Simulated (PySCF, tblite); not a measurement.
# C3H12O2SeSi2: geometry, infrared bands and NMR shifts

Aim: predict the infrared bands and NMR shifts of C3H12O2SeSi2 (`CO[C@@H](C[SiH2][SeH])O[SiH3]`).

The runs use tblite 0.8.0 and PySCF 2.14.0, with density-fitted response routines of our own; the level of theory stands in each step. All values are computed, except where a source is named. Atoms are numbered from 0 throughout.

## 1. Starting geometry

20 atoms, charge 0, multiplicity 1; geometry from: force field or distance geometry start.

Bonds of the start (Å): C0–O1 1.41, O1–C2 1.40, C2–C3 1.54, C3–Si4 1.87, Si4–Se5 2.29, C2–O6 1.41, O6–Si7 1.73, C0–H8 1.12, C0–H9 1.11, C0–H10 1.11, C2–H11 1.13, C3–H12 1.13, C3–H13 1.11, Si4–H14 1.47, Si4–H15 1.47, Se5–H16 1.54, Si7–H17 1.46, Si7–H18 1.47, Si7–H19 1.47.

## 2. Optimising the geometry with GFN2-xTB

What the job is given:

```
{"job": {"kind": "relax", "xc": "GFN2-xTB", "basis": "xTB"}, "charge": 0, "multiplicity": 1}
C      0.713700    -2.507300    -0.064400
O      0.809700    -1.412500     0.818900
C      0.249200    -0.249500     0.270200
C     -1.158300    -0.047800     0.860300
Si    -2.044300     1.431800     0.148800
Se    -2.379300     1.125700    -2.097200
O      1.031800     0.872200     0.616500
Si     2.473700     0.908800    -0.346500
H     -0.350000    -2.700800    -0.339100
H      1.091200    -3.415400     0.441100
H      1.315400    -2.331000    -0.976600
H      0.106100    -0.303200    -0.844900
H     -1.084000     0.081800     1.978700
H     -1.776600    -0.953400     0.668300
H     -3.348400     1.602600     0.807100
H     -1.238900     2.644900     0.369000
H     -3.058600     2.500900    -2.190700
H      3.292300     2.047300     0.048200
H      2.105900     1.046800    -1.764100
H      3.244300    -0.331300    -0.148700
```

On the command line:

```sh
> OMP_NUM_THREADS=1 python probes_run.py task.json out
```

One launch serves the whole session: the jobs run in the order shown.

**Question.** This job is followed by: GFN2-xTB harmonic vibrations, gas phase; GIAO PBE0/pcSseg-1 NMR shielding, non-relativistic, gas phase. Predict these results of the whole session: strongest single infrared mode (GFN2-xTB); zero-point energy (GFN2-xTB); ¹³C shifts against TMS (PBE0/pcSseg-1); ¹H shifts against TMS (PBE0/pcSseg-1, means over atoms taken as alike); ¹⁷O shifts against H2O (PBE0/pcSseg-1); ²⁹Si shifts against TMS (PBE0/pcSseg-1); ⁷⁷Se shifts against Me2Se (PBE0/pcSseg-1).

The runs gave:

```
                                                              quantity                                               value
                             strongest single infrared mode (GFN2-xTB)                               2039 cm⁻¹, 422 km/mol
                                          zero-point energy (GFN2-xTB)                                       86.9 kcal/mol
                                ¹³C shifts against TMS (PBE0/pcSseg-1)                               102.8, 59.2, 21.4 ppm
¹H shifts against TMS (PBE0/pcSseg-1, means over atoms taken as alike)  5.10, 4.98, 4.96, 4.74, 3.69, 1.77, 1.32, 0.12 ppm
                                ¹⁷O shifts against H2O (PBE0/pcSseg-1)                                      75.8, 72.7 ppm
                               ²⁹Si shifts against TMS (PBE0/pcSseg-1)                                    -36.8, -48.5 ppm
                             ⁷⁷Se shifts against Me2Se (PBE0/pcSseg-1)                                            -526 ppm
```

Over 224 steps the energy fell by 0.731 eV; of the close pairs, O6–Si7 changed most, 1.734 to 1.636 Å. No mode is imaginary among the 54: a minimum at this level. The strongest single mode, at 2039 cm⁻¹, moves mainly H16. Unscaled tight-binding wavenumbers are off by several per cent, some by more. Its intensities can rank the bands wrongly. The most deshielded hydrogen is H11 (hydrogen on an sp3 carbon bearing two oxygens), at 5.10 ppm: its carbon carries O, an electronegative neighbour. At PBE0/pcSseg-1: The largest span, 700 ppm, is at Se5, where the paramagnetic term is -717 ppm. Spin-orbit coupling is left out, which matters for shieldings and couplings at and beside the heavy atoms.
